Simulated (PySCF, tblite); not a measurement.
# C₈H₇F: geometry, infrared bands and NMR shifts

Wanted: the infrared bands and NMR shifts of C₈H₇F (`C#CC#C/C(C)=C(\C)F`), by calculation.

Computed with tblite 0.8.0 and PySCF 2.14.0, with density-fitted response routines of our own, on a single molecule in the gas phase. Atoms are numbered from 0 throughout.

### Step 1. Starting geometry

16 atoms, charge 0, multiplicity 1; geometry from: force field or distance geometry start.

Bonds of the start (Å): C0–C1 1.21, C1–C2 1.53, C2–C3 1.21, C3–C4 1.43, C4–C5 1.51, C4–C6 1.35, C6–C7 1.50, C6–F8 1.35, C0–H9 1.05, C5–H10 1.09, C5–H11 1.10, C5–H12 1.10, C7–H13 1.09, C7–H14 1.08, C7–H15 1.09.

### Step 2. Relaxing the molecule with GFN2-xTB

Job settings and geometry (Å):

```
{"job": {"kind": "relax", "xc": "GFN2-xTB", "basis": "xTB"}, "charge": 0, "multiplicity": 1}
C      4.440000    -0.132800    -0.912100
C      3.245200    -0.194300    -0.721400
C      1.743600    -0.290700    -0.452100
C      0.551600    -0.347000    -0.263600
C     -0.855900    -0.452100    -0.016400
C     -1.551200    -1.707300    -0.483200
C     -1.532600     0.548500     0.575400
C     -0.964200     1.844600     1.083500
F     -2.861700     0.372300     0.762100
H      5.475500    -0.070400    -1.084100
H     -1.429000    -1.836400    -1.563600
H     -1.119100    -2.583900     0.021500
H     -2.624900    -1.699500    -0.256900
H     -1.154900     1.928900     2.150900
H      0.101900     1.954000     0.919700
H     -1.471800     2.675100     0.588000
```

Started as:

```bash
> OMP_NUM_THREADS=1 python probes_run.py task.json out
```

This one command runs all jobs of the session in turn.

**Question.** This job is followed by: GFN2-xTB harmonic vibrations, gas phase; GIAO PBE0/pcSseg-1 NMR shielding, non-relativistic, gas phase. Predict these results of the whole session: strongest single infrared mode (GFN2-xTB); zero-point energy (GFN2-xTB); 13C shifts against TMS (PBE0/pcSseg-1); 1H shifts against TMS (PBE0/pcSseg-1, means over atoms taken as alike); 19F shifts against CFCl3 (PBE0/pcSseg-1).

As calculated:

| quantity | value |
| --- | --- |
| strongest single infrared mode (GFN2-xTB) | 1202 cm⁻¹, 146 km/mol |
| zero-point energy (GFN2-xTB) | 72.9 kcal/mol |
| 13C shifts against TMS (PBE0/pcSseg-1) | 181.5, 103.6, 89.2, 81.0, 76.8, 73.5, 20.5, 16.6 ppm |
| 1H shifts against TMS (PBE0/pcSseg-1, means over atoms taken as alike) | 2.41, 1.97, 1.95 ppm |
| 19F shifts against CFCl3 (PBE0/pcSseg-1) | -82.0 ppm |

In words: Relaxing lowered the energy by 0.586 eV in 29 steps; the close pair that moved most is C1–C2, from 1.529 to 1.355 Å. No mode is imaginary among the 42: a minimum at this level. The strongest single mode, at 1202 cm⁻¹, moves mainly C6. Unscaled tight-binding wavenumbers are off by several per cent, some by more. Its intensities can rank the bands wrongly. At PBE0/pcSseg-1: Shielding is most anisotropic at C3 (span 302 ppm, paramagnetic term -143 ppm).
